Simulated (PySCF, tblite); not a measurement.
# C6H14AlN: geometry, infrared bands and NMR shifts

Wanted: the infrared bands and NMR shifts of C6H14AlN (`C=[C](CCC)[AlH][NH]C`), by calculation.

Computed with tblite 0.8.0 and PySCF 2.14.0, with density-fitted response routines of our own, on a single molecule in the gas phase. Atoms are numbered from 0 throughout.

### Step 1. The molecule as given

22 atoms, charge 0, multiplicity 1; geometry from: force field or distance geometry start.

Bonds of the start (Å): C0–C1 1.34, C1–C2 1.49, C2–C3 1.55, C3–C4 1.52, C1–Al5 1.98, Al5–N6 1.93, N6–C7 1.47, C0–H8 1.08, C0–H9 1.10, C2–H10 1.11, C2–H11 1.12, C3–H12 1.10, C3–H13 1.11, C4–H14 1.12, C4–H15 1.12, C4–H16 1.11, Al5–H17 1.60, N6–H18 1.05, C7–H19 1.11, C7–H20 1.11, C7–H21 1.11.

### Step 2. Geometry optimisation with GFN2-xTB

The job: settings as JSON, then the geometry in Å.

```
{"job": {"kind": "relax", "xc": "GFN2-xTB", "basis": "xTB"}, "charge": 0, "multiplicity": 1}
C     -0.373500    -2.523200    -1.148300
C     -0.207100    -1.380000    -0.472000
C     -1.351800    -0.473700    -0.154600
C     -1.572400     0.541300    -1.304600
C     -2.736400     1.471500    -0.986600
Al     1.623500    -0.850000     0.080900
N      1.902100     0.821000     0.997800
C      3.317300     0.996400     1.341600
H      0.461400    -3.170200    -1.385700
H     -1.376100    -2.818500    -1.476300
H     -1.164200     0.074100     0.788000
H     -2.291000    -1.070900    -0.004900
H     -1.789800    -0.009700    -2.231700
H     -0.645200     1.138000    -1.441100
H     -2.867300     2.196100    -1.832400
H     -2.537400     2.050600    -0.053400
H     -3.674900     0.898500    -0.868300
H      2.870500    -1.799500    -0.249500
H      1.363400     0.765000     1.902600
H      3.448400     1.955200     1.882100
H      3.664700     0.175200     2.000100
H      3.925400     1.032200     0.413900
```

Run with:

```
OMP_NUM_THREADS=1 python probes_run.py task.json out
```

The driver reads the jobs from task.json and runs them one after another.

**Question.** This job is followed by: GFN2-xTB harmonic vibrations, gas phase; GIAO PBE0/pcSseg-1 NMR shielding, non-relativistic, gas phase. Predict these results of the whole session: strongest single infrared mode (GFN2-xTB); zero-point energy (GFN2-xTB); 13C shifts against TMS (PBE0/pcSseg-1); 1H shifts against TMS (PBE0/pcSseg-1, means over atoms taken as alike); 27Al shifts against AlH4- (PBE0/pcSseg-1); 15N shifts against NH3 (PBE0/pcSseg-1).

The runs gave:

```
                                                              quantity                                               value
                             strongest single infrared mode (GFN2-xTB)                               1773 cm⁻¹, 344 km/mol
                                          zero-point energy (GFN2-xTB)                                      114.5 kcal/mol
                                13C shifts against TMS (PBE0/pcSseg-1)            170.8, 140.5, 47.7, 35.3, 32.2, 17.4 ppm
1H shifts against TMS (PBE0/pcSseg-1, means over atoms taken as alike)  6.51, 5.94, 4.47, 3.14, 2.15, 1.84, 1.40, 1.08 ppm
                             27Al shifts against AlH4- (PBE0/pcSseg-1)                                           126.4 ppm
                                15N shifts against NH3 (PBE0/pcSseg-1)                                            68.8 ppm
```

What this shows: The optimisation took 148 steps and gained 0.587 eV; among the close pairs (by a distance rule), Al5–N6 changed most, from 1.926 to 1.789 Å. All 60 modes are real, so the xTB geometry is a minimum. The strongest single mode, at 1773 cm⁻¹, moves mainly H17. Unscaled tight-binding wavenumbers are off by several per cent, some by more. Its intensities can rank the bands wrongly. At PBE0/pcSseg-1: Shielding is most anisotropic at C1 (span 249 ppm, paramagnetic term -243 ppm).
